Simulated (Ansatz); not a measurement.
**Cl₅HMoO: geometry and vibrations**

What shape does Cl₅HMoO take? The plan is to relax it, check the end point by its vibrations and derive ideal-gas thermochemistry, and look at its orbitals and charge.

Computed with Ansatz 0.2.0, Gaussian basis. Level: RKS PBE0-D4/def2-TZVP.

Levels to be run: relaxation at PBE0-D4/def2-TZVP; harmonic vibrations at the same level; a single point in def2-TZVPP for the fields.

## Step 1: Starting geometry

8 atoms, charge 0, spin multiplicity 1.

Atoms are counted from 1 here; the program's logs count them from 0.

Bond lengths: O1–Mo2 1.755 Å, O1–H8 0.963 Å, Mo2–Cl3 2.336 Å, Mo2–Cl4 2.334 Å, Mo2–Cl5 2.162 Å, Mo2–Cl6 2.333 Å, Mo2–Cl7 2.334 Å. Angles: Mo2–O1–H8 179.6°, O1–Mo2–Cl3 89.6°, O1–Mo2–Cl4 89.6°, O1–Mo2–Cl5 180.0°, O1–Mo2–Cl6 89.7°, O1–Mo2–Cl7 89.5°, Cl3–Mo2–Cl4 179.2°, Cl3–Mo2–Cl5 90.4°, Cl3–Mo2–Cl6 90.0°, Cl3–Mo2–Cl7 89.9°, Cl4–Mo2–Cl5 90.4°, Cl4–Mo2–Cl6 90.1°, Cl4–Mo2–Cl7 89.9°, Cl5–Mo2–Cl6 90.4°, Cl5–Mo2–Cl7 90.4°, Cl6–Mo2–Cl7 179.2°.

As a file:

```mol
Cl5HMoO
  3D, bonds by distance, orders not assigned

  8  7  0  0  0  0  0  0  0  0999 V2000
   -0.4552   -1.2842    0.5203 O   0  0
    0.0906    0.2622   -0.1057 Mo  0  0
    1.5872    0.4386    1.6795 Cl  0  0
   -1.4112    0.0561   -1.8807 Cl  0  0
    0.7645    2.1666   -0.8769 Cl  0  0
   -1.5484    1.3373    1.1605 Cl  0  0
    1.7205   -0.8420   -1.3602 Cl  0  0
   -0.7480   -2.1346    0.8632 H   0  0
  1  2  8  0
  2  3  8  0
  2  4  8  0
  2  5  8  0
  2  6  8  0
  2  7  8  0
  1  8  8  0
M  END
```

The start is a GFN2-xTB geometry. Mo takes the def2 core potential; no spin-orbit term is included.

## Step 2: Relaxation at PBE0-D4/def2-TZVP

in.yaml reads:

```yaml
crystal:
  periodic: [false, false, false]
  atoms:
    - {symbol: O, position_ang: [-0.455210, -1.284220, 0.520280]}
    - {symbol: Mo, position_ang: [0.090560, 0.262210, -0.105710]}
    - {symbol: Cl, position_ang: [1.587210, 0.438590, 1.679510]}
    - {symbol: Cl, position_ang: [-1.411180, 0.056050, -1.880700]}
    - {symbol: Cl, position_ang: [0.764500, 2.166630, -0.876920]}
    - {symbol: Cl, position_ang: [-1.548390, 1.337290, 1.160460]}
    - {symbol: Cl, position_ang: [1.720460, -0.841980, -1.360160]}
    - {symbol: H, position_ang: [-0.747960, -2.134580, 0.863240]}
basis:
  gaussian: {orbitals: def2-TZVP}
hamiltonian: {xc: pbe0, dispersion: d4}
relax: {f_tol: 0.005, max_steps: 150}
```

The run is started by

```sh
ansatz run in.yaml --threads 2 --pin off --events-out ev --progress --plain --max-ram 32768MiB --backend cuda --devices 0, --max-vram 18GiB
```

Further steps of the session: Harmonic vibrations; A single point for the fields.

Before running them: what should the planned runs give, taken together? Wanted: point group; shift from the start; total energy; dispersion term; dipole moment; lowest, highest wavenumber; zero-point energy; HOMO, LUMO.

The runs gave:

| quantity | value |
| --- | --- |
| point group | Cs |
| steps | 30 |
| shift from the start (rms) | 0.370 Å |
| total energy | -66517.7832 eV |
| dispersion term | -412 meV |
| dipole moment | 1.64 D |
| lowest, highest wavenumber | 69, 3800 cm⁻¹ |
| zero-point energy | 53.4 kJ/mol |
| entropy at 298.15 K | 441.0 J/(mol K) |
| HOMO, LUMO | -8.89, -5.63 eV |

The relaxed geometry lies 0.37 Å (rms) from the start; the bond that changed most is Mo2–Cl5, from 2.162 to 2.269 Å. No mode is imaginary: a true minimum at this level. The stiffest mode, 3800 cm⁻¹, is an O–H stretch, and 6 modes under 200 cm⁻¹ make the vibrational entropy uncertain. Harmonic hybrid wavenumbers usually lie a few per cent above measured fundamentals. The largest Mulliken charge, +0.99 e, sits on Mo2. The HOMO lies mostly on Cl7 31 %; Cl3, Cl4, Cl6 about 23 % each and the LUMO on Mo2 59 %; Cl3, Cl4, Cl7 about 10 % each.
